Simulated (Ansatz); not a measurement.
**CH₄InO₂ radical: basis-set convergence**

One table from this session's results is given with a row withheld; the runs are named, their logs left out.

Computed with Ansatz 0.2.0, Gaussian basis. Level: one geometry, several basis sets.

Levels to be run: PBE0-D4/def2-SVP; ωB97M-V/def2-SVP; PBE0-D4/def2-QZVPP; ωB97M-V/def2-QZVPP; the functionals' def2-TZVPP values are taken from earlier runs.

## Structure used throughout

An earlier PBE0-D4 in a triple-zeta def2 set relaxation fixed the geometry. In takes the def2 core potential; no spin-orbit term is included.

SMILES `C[O][In][OH]`, 8 atoms, charge 0, spin multiplicity 2.

Atoms are counted from 1 here; the program's logs count them from 0.

Bond lengths: C1–O2 1.397 Å, C1–H5 1.097 Å, C1–H6 1.098 Å, C1–H7 1.098 Å, O2–In3 2.019 Å, In3–O4 2.005 Å, O4–H8 0.964 Å. Angles: O2–C1–H5 108.0°, O2–C1–H6 112.9°, O2–C1–H7 112.9°, H5–C1–H6 107.3°, H5–C1–H7 107.3°, H6–C1–H7 108.0°, C1–O2–In3 127.6°, O2–In3–O4 111.1°, In3–O4–H8 109.7°.

Set-up of the first run:

in.yaml reads:

```yaml
crystal:
  periodic: [false, false, false]
  atoms:
    - {symbol: C, position_ang: [-0.552458, 1.338807, 0.506459]}
    - {symbol: O, position_ang: [0.213226, 0.228739, 0.140344]}
    - {symbol: In, position_ang: [-0.424966, -1.474353, -0.737141]}
    - {symbol: O, position_ang: [1.096637, -2.743050, -1.043100]}
    - {symbol: H, position_ang: [0.118715, 2.081397, 0.954813]}
    - {symbol: H, position_ang: [-1.321634, 1.100070, 1.252681]}
    - {symbol: H, position_ang: [-1.046372, 1.818323, -0.348846]}
    - {symbol: H, position_ang: [1.916853, -2.349943, -0.725221]}
basis:
  gaussian: {orbitals: def2-SVP}
magnetization: {spin_polarized: true, initial_magnetization: 1}
hamiltonian: {xc: pbe0, dispersion: d4}
output: {orbitals: {seedname: orbitals}}
```

Started as:

```
$ ansatz run in.yaml --threads 4 --pin off --events-out ev --progress --plain --max-ram 10444MiB
```

Steps of the session up to this table: PBE0-D4 in def2-SVP; ωB97M-V in def2-SVP; PBE0-D4 in def2-QZVPP; ωB97M-V in def2-QZVPP.

One of the session's tables, all rows but one given; the rest of the session is left out.

It belongs to the step «Density functionals: the series». 

| functional | basis | HOMO (eV) | LUMO (eV) |
| --- | --- | --- | --- |
| PBE0-D4 | def2-SVP | -6.42 | -3.57 |
| PBE0-D4 | def2-TZVPP | -6.54 | -3.69 |
| PBE0-D4 | def2-QZVPP | ? | ? |
| ωB97M-V | def2-SVP | -8.52 | -1.92 |
| ωB97M-V | def2-TZVPP | -8.66 | -2.06 |
| ωB97M-V | def2-QZVPP | -8.70 | -2.16 |

Q: Estimate the row for PBE0-D4, def2-QZVPP from the others.

As computed: HOMO (eV): -6.58; LUMO (eV): -3.75. In the column «HOMO (eV)» it lies between ωB97M-V, def2-SVP (-8.52) and PBE0-D4, def2-TZVPP (-6.54).
